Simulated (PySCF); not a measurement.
# AsF6: the cost of one run

Programs: PySCF 2.14.0, with density-fitted response routines of our own. Each step states its level of theory. These are calculated values for one molecule in the gas phase, unless marked as measured. Atoms are numbered from 0 throughout.

3 further runs of the same task are left out: 3 for a faulty analytic Hessian.

## Step 1: Starting geometry

7 atoms, charge -1, multiplicity 1; geometry from: GFN2-xTB.

Bonds of the start (Å): F0–As1 1.76, As1–F2 1.76, As1–F3 1.76, As1–F4 1.76, As1–F5 1.76, As1–F6 1.76.

## Step 2: Optimising the geometry at PBE0-D3(BJ)/def2-SVP

Job settings and geometry (Å):

```
{"job": {"xc": "PBE0", "basis": "def2-SVP", "d3": "d3bj", "grid": 1, "kind": "geom"}, "charge": -1, "multiplicity": 1}
F     -0.407780    -1.241650    -1.185710
As     0.000210    -0.000010    -0.000050
F      1.714190    -0.227610    -0.351620
F      0.095410    -1.233780     1.258000
F     -0.093970     1.232160    -1.259690
F      0.407780     1.241650     1.185710
F     -1.714300     0.227970     0.350850
```

Q: Estimate the wall time of this first job on 4 threads of Intel Xeon 6975P-C (Granite Rapids), shared host.

About 14 s.
